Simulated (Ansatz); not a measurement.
# Cl₂GeH₂S: vertical ionisation energy

One table from this session's results is given with a row withheld; the runs are named, their logs left out.

Method: unrestricted cation, the program's frozen cores in correlated methods; program: Ansatz 0.2.0, Gaussian basis.

Levels to be run: UKS PBE-D4/def2-TZVPP; UKS r2SCAN-D4/def2-TZVPP; UKS PBE0-D4/def2-TZVPP; UKS B3LYP-D4/def2-TZVPP; UKS wB97X-V/def2-TZVPP; UKS wB97M-V/def2-TZVPP; UKS B2PLYP/def2-TZVPP; UHF-CCSD(T)/def2-TZVPP; UHF-MP2/def2-QZVPP; extrapolation to the limit; then −ε(HOMO) from the neutral's earlier runs with LDA (SPW92), PBE-D4, revPBE-D4, BLYP-D4, r2SCAN-D4, B97M-V, PBE0-D4, B3LYP-D4, r2SCANh-D4, r2SCAN0-D4, HSE06-D4, BHLYP-D4, CAM-B3LYP-D4, LC-ωPBE, ωB97X-V, ωB97M-V.

### The relaxed structure

The geometry comes from an earlier relaxation with PBE0-D4 in a triple-zeta def2 set; it is a stationary point.

SMILES `[SH][GeH]([Cl])[Cl]`, 6 atoms, charge 0, spin multiplicity 1.

Atoms are counted from 1 here; the program's logs count them from 0.

Bond lengths: S1–Ge2 2.198 Å, S1–H5 1.345 Å, Ge2–Cl3 2.133 Å, Ge2–Cl4 2.142 Å, Ge2–H6 1.530 Å. Angles: Ge2–S1–H5 92.7°, S1–Ge2–Cl3 105.5°, S1–Ge2–Cl4 110.9°, S1–Ge2–H6 115.1°, Cl3–Ge2–Cl4 108.7°, Cl3–Ge2–H6 109.4°, Cl4–Ge2–H6 107.2°.

Set-up of the first run:

Contents of in.yaml:

```yaml
crystal:
  periodic: [false, false, false]
  atoms:
    - {symbol: S, position_ang: [0.090795, 1.321215, -1.207299]}
    - {symbol: Ge, position_ang: [0.211185, -0.275355, 0.298102]}
    - {symbol: Cl, position_ang: [2.140892, -1.149695, 0.047351]}
    - {symbol: Cl, position_ang: [-1.274012, -1.776332, -0.061014]}
    - {symbol: H, position_ang: [-1.174308, 1.630405, -0.870881]}
    - {symbol: H, position_ang: [0.047446, 0.185862, 1.747441]}
basis:
  gaussian: {orbitals: def2-TZVPP}
total_charge: 1
magnetization: {spin_polarized: true, initial_magnetization: 1}
hamiltonian: {xc: pbe, dispersion: d4}
```

Run with:

```bash
$ ansatz run in.yaml --threads 2 --pin off --events-out ev --progress --plain --max-ram 32768MiB --backend cpu
```

Steps of the session up to this table: Cation, UKS PBE-D4/def2-TZVPP; Cation, UKS r2SCAN-D4/def2-TZVPP; Cation, UKS PBE0-D4/def2-TZVPP; Cation, UKS B3LYP-D4/def2-TZVPP; Cation, UKS wB97X-V/def2-TZVPP; Cation, UKS wB97M-V/def2-TZVPP; Cation, UKS B2PLYP (frozen core)/def2-TZVPP; Cation, UHF-CCSD(T)/def2-TZVPP; Cation, UHF-MP2/def2-QZVPP.

One table of the session follows, with a row left open; its other results are not shown here.

Orbital estimates, from the neutral's runs:

| functional | −ε(HOMO) (eV) |
| --- | --- |
| LDA (SPW92) | 6.96 |
| PBE-D4 | 6.83 |
| revPBE-D4 | 6.78 |
| BLYP-D4 | 6.65 |
| r2SCAN-D4 | 7.15 |
| B97M-V | 7.23 |
| PBE0-D4 | 8.11 |
| B3LYP-D4 | 7.84 |
| r2SCANh-D4 | 7.61 |
| r2SCAN0-D4 | 8.31 |
| HSE06-D4 | 7.71 |
| BHLYP-D4 | ? |
| CAM-B3LYP-D4 | 9.43 |
| LC-ωPBE | 10.88 |
| ωB97X-V | 10.50 |
| ωB97M-V | 10.31 |

Estimate the missing values for BHLYP-D4.

Worked estimate for «−ε(HOMO) (eV)». Against the share of exact exchange, BLYP-D4 (0, 6.65), B3LYP-D4 (0.2, 7.84) give a slope of 5.95 per unit share; at 0.5 the line stands at 9.62.

**Answer.** −ε(HOMO) (eV): 9.22. In «−ε(HOMO) (eV)» the line misses by +0.40.
